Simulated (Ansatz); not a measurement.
# GaH3OSe: a ladder of functionals and wavefunction methods

How much do the methods differ for GaH3OSe? The plan is to run it at one geometry with functionals of several rungs and with coupled cluster. The yardstick is the atomisation energy at the CCSD(T) limit.

Computed with Ansatz 0.2.0, Gaussian basis. Level: functionals in def2-TZVPP, the program's frozen cores in correlated methods.

The runs, in order: LDA (SPW92), PBE-D4, revPBE-D4, BLYP-D4, r2SCAN-D4, B97M-V, PBE0-D4, B3LYP-D4, r2SCANh-D4, r2SCAN0-D4, HSE06-D4, BHLYP-D4, CAM-B3LYP-D4, LC-ωPBE, ωB97X-V, ωB97M-V, B2PLYP, PBE-QIDH; CCSD(T)/def2-SVP; CCSD(T)/def2-TZVPP; MP2/def2-QZVPP; extrapolation to the limit; RPA on PBE.

### Step 1. The relaxed structure

An earlier PBE0-D4 in a triple-zeta def2 set relaxation fixed the geometry.

SMILES `[OH][GaH][SeH]`, 6 atoms, charge 0, spin multiplicity 1.

Atoms are counted from 1 here; the program's logs count them from 0.

Bond lengths: O1–Ga2 1.782 Å, O1–H4 0.959 Å, Ga2–Se3 2.328 Å, Ga2–H5 1.550 Å, Se3–H6 1.469 Å. Angles: Ga2–O1–H4 114.9°, O1–Ga2–Se3 119.4°, O1–Ga2–H5 118.2°, Se3–Ga2–H5 122.4°, Ga2–Se3–H6 93.1°.

### Step 2. LDA

This LDA is Slater exchange with PW92 correlation.

in.yaml

```yaml
crystal:
  periodic: [false, false, false]
  atoms:
    - {symbol: O, position_ang: [-0.993187, -1.235105, 0.178177]}
    - {symbol: Ga, position_ang: [0.020494, -0.150485, -0.807364]}
    - {symbol: Se, position_ang: [1.211531, 1.558049, 0.233446]}
    - {symbol: H, position_ang: [-0.988605, -1.047062, 1.118650]}
    - {symbol: H, position_ang: [0.072741, -0.385970, -2.338381]}
    - {symbol: H, position_ang: [0.719228, 1.196573, 1.569372]}
basis:
  gaussian: {orbitals: def2-TZVPP}
hamiltonian: {xc: lda}
output: {orbitals: {seedname: orbitals}}
```

After this run come: PBE-D4 (GGA); revPBE-D4 (GGA); BLYP-D4 (GGA); r2SCAN-D4 (meta-GGA); B97M-V (meta-GGA); PBE0-D4 (hybrid); B3LYP-D4 (hybrid); r2SCANh-D4 (hybrid); r2SCAN0-D4 (hybrid); HSE06-D4 (hybrid); BHLYP-D4 (hybrid); CAM-B3LYP-D4 (range-separated); LC-ωPBE (range-separated); ωB97X-V (range-separated); ωB97M-V (range-separated); B2PLYP (double hybrid); PBE-QIDH (double hybrid); CCSD(T) in def2-SVP; CCSD(T) in def2-TZVPP; MP2 in def2-QZVPP; RPA on PBE orbitals.

**Question.** What will the summary of the whole plan be? Wanted: atomisation energy, CCSD(T)/CBS; farthest beyond LDA; mean size of error, GGA; mean size of error, meta-GGA; mean size of error, hybrid; mean size of error, range-separated; mean size of error, double hybrid; gap, smallest and largest; T1 diagnostic.

As calculated:

| quantity | value |
| --- | --- |
| atomisation energy, CCSD(T)/CBS | 1735.4 kJ/mol |
| functionals within 17.4 kJ/mol (1.0 %) | PBE-D4, r2SCAN-D4, ωB97X-V |
| farthest beyond LDA | BHLYP-D4 (-103.6 kJ/mol) |
| mean size of error, GGA | 39.0 kJ/mol |
| mean size of error, meta-GGA | 16.1 kJ/mol |
| mean size of error, hybrid | 54.3 kJ/mol |
| mean size of error, range-separated | 32.3 kJ/mol |
| mean size of error, double hybrid | 45.4 kJ/mol |
| gap, smallest and largest | 4.45 eV (LDA (SPW92)), 11.13 eV (LC-ωPBE) |
| T1 diagnostic | 0.0126 |
| triples share of the correlation energy | 3.7 % |

The LDA atomisation energy is off by 256.0 kJ/mol (15 %): it overbinds. PBE-D4 misses by -9.3 kJ/mol. Double hybrids carry the basis error of their MP2 part in triple zeta, and no dispersion term here, so their miss is partly the set-up's. Taken by rung, meta-GGA functionals do best (16.1 kJ/mol on average) and hybrid ones worst beyond LDA (54.3 kJ/mol). The mean of the hybrids holds BHLYP, with half exact exchange. The reference freezes the cores and leaves out relativity and excitations past (T), and its outer-core shells are covered unevenly, so misses under about 17.4 kJ/mol can't be ranked. All levels share the lack of spin-orbit coupling, which lowers the free heavy atoms and so the true binding. Hartree-Fock recovers 67 % of the binding; the rest is correlation. CCSD(T) in def2-SVP is off by -144.0 kJ/mol, worse than the median functional, from the basis alone. The gap grows from 4.5 to 11.1 eV across the functionals, mostly with the share of exact exchange. Correlated methods include outer-core shells of Ga, Se, which these sets cover unevenly.
